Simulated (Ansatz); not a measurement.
# Na2B: the cost of one run

Method: DFT PBE, scalar-relativistic, plane waves, PAW, in Ansatz 0.2.0.

## Step 1: The starting structure

The structure is trigonal, space group R3m (No. 160). The conventional cell has a = 2.988 Å, b = 2.988 Å, c = 17.354 Å, α = 90.00°, β = 90.00°, γ = 120.00°. Na (site symmetry 3m) has 3 B at 2.23 Å as nearest neighbours. Around B (site symmetry 3m) lie 6 Na at 2.23 Å.

Coordinates:

```cif
data_structure
_symmetry_space_group_name_H-M 'R3m:H'
_symmetry_Int_Tables_number 160
_cell_length_a 2.9881
_cell_length_b 2.9881
_cell_length_c 17.3543
_cell_angle_alpha 90.000
_cell_angle_beta 90.000
_cell_angle_gamma 120.000
_cell_volume 134.19
loop_
_atom_site_label
_atom_site_type_symbol
_atom_site_symmetry_multiplicity
_atom_site_Wyckoff_symbol
_atom_site_fract_x
_atom_site_fract_y
_atom_site_fract_z
_atom_site_occupancy
Na1 Na 3 a 0.00000 0.00000 0.25160 1
Na2 Na 3 a 0.33333 0.66667 0.08177 1
B1 B 3 a 0.00000 0.00000 0.00000 1
```

This is candidate A: 3R molybdenite type (R3m, No. 160).

(A quick probe on a coarse mesh, which set the mesh and smearing, is not shown.)

## Step 3: Coarse relaxation (candidate A)

The input, input.yaml:

```yaml
crystal:
  lattice:
    - [1.4940575658, 0.8625945378, 5.784764749]
    - [-1.4940575658, 0.8625945378, 5.784764749]
    - [0.0, -1.7251890756, 5.784764749]
  atoms:
    - { symbol: Na, position: [0.7484, 0.7484, 0.7484] }
    - { symbol: Na, position: [0.5849, 0.5849, 0.5849] }
    - { symbol: B, position: [0.0, 0.0, 0.0] }
basis:
  ecutwfc: 420
kpoints:
  mp_grid: { grid: [6, 6, 6] }
hamiltonian:
  xc: pbe
scf:
  occupations: { method: gaussian, width: 0.1 }
  lower_state_search: "off"
output:
  forces: true
  stress: true
  eigenvalues: true
relax:
  adjacent_minimum: "off"
  f_tol: 0.04
  max_steps: 70
  cell: { stress_tol: 0.4 }
```

Launch:

```console
> ansatz run input.yaml --threads 1 --pin off --max-ram 2560MiB --backend cpu --events-out ev --progress --plain --runs-dir out
```

**Question.** How long does this run take on 1 thread of Intel Xeon Platinum 8488C (Sapphire Rapids), shared host, and how much memory does it need?

About 27 s, with a peak of 0.39 GiB.
